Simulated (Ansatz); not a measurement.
# Ir2F: the cost of one run

Program: Ansatz 0.2.0. Level of theory: DFT PBE, scalar-relativistic, plane waves, PAW. These are calculated values, not measurements.

1 further run of the same task is left out (it didn't finish).

### Step 1. The starting structure

The structure is cubic, space group Fd-3m (No. 227). The conventional cell has a = 6.710 Å, b = 6.710 Å, c = 6.710 Å, α = 90.00°, β = 90.00°, γ = 90.00°. Around Ir (site symmetry -3m) lie 6 Ir at 2.37 Å and 6 F at 2.78 Å. F (site symmetry -43m) is surrounded by 12 Ir at 2.78 Å.

Coordinates:

```cif
data_structure
_symmetry_space_group_name_H-M 'Fd-3m:1'
_symmetry_Int_Tables_number 227
_cell_length_a 6.7101
_cell_length_b 6.7101
_cell_length_c 6.7101
_cell_angle_alpha 90.000
_cell_angle_beta 90.000
_cell_angle_gamma 90.000
_cell_volume 302.13
loop_
_atom_site_label
_atom_site_type_symbol
_atom_site_symmetry_multiplicity
_atom_site_Wyckoff_symbol
_atom_site_fract_x
_atom_site_fract_y
_atom_site_fract_z
_atom_site_occupancy
Ir1 Ir 16 c 0.12500 0.12500 0.12500 1
F1 F 8 b 0.00000 0.00000 0.50000 1
```

(A quick probe on a coarse mesh, which set the mesh and smearing, is not shown.)

### Step 3. A loose first relaxation

Input file input.yaml:

```yaml
crystal:
  lattice:
    - [0.0, 3.3550603455, 3.3550603455]
    - [3.3550603455, 0.0, 3.3550603455]
    - [3.3550603455, 3.3550603455, 0.0]
  atoms:
    - { symbol: Ir, position: [0.625, 0.625, 0.625], spin: 0.79 }
    - { symbol: Ir, position: [0.125, 0.625, 0.625], spin: 0.79 }
    - { symbol: Ir, position: [0.625, 0.625, 0.125], spin: 0.79 }
    - { symbol: Ir, position: [0.625, 0.125, 0.625], spin: 0.79 }
    - { symbol: F, position: [0.0, 0.0, 0.0], spin: 0.17 }
    - { symbol: F, position: [0.25, 0.25, 0.25], spin: 0.17 }
basis:
  ecutwfc: 420
kpoints:
  mp_grid: { grid: [4, 4, 4] }
hamiltonian:
  xc: pbe
scf:
  occupations: { method: gaussian, width: 0.1 }
  lower_state_search: "off"
output:
  forces: true
  stress: true
  eigenvalues: true
  populations: true
magnetization:
  spin_polarized: true
relax:
  adjacent_minimum: "off"
  f_tol: 0.04
  max_steps: 70
  cell: { stress_tol: 0.4 }
```

Launch:

```console
> ansatz run input.yaml --threads 1 --pin off --max-ram 2560MiB --backend cpu --events-out ev --progress --plain --runs-dir out
```

What time and memory should one allow on 1 thread of Arm Neoverse V2, shared host?

About 44 s, with a peak of 0.38 GiB.
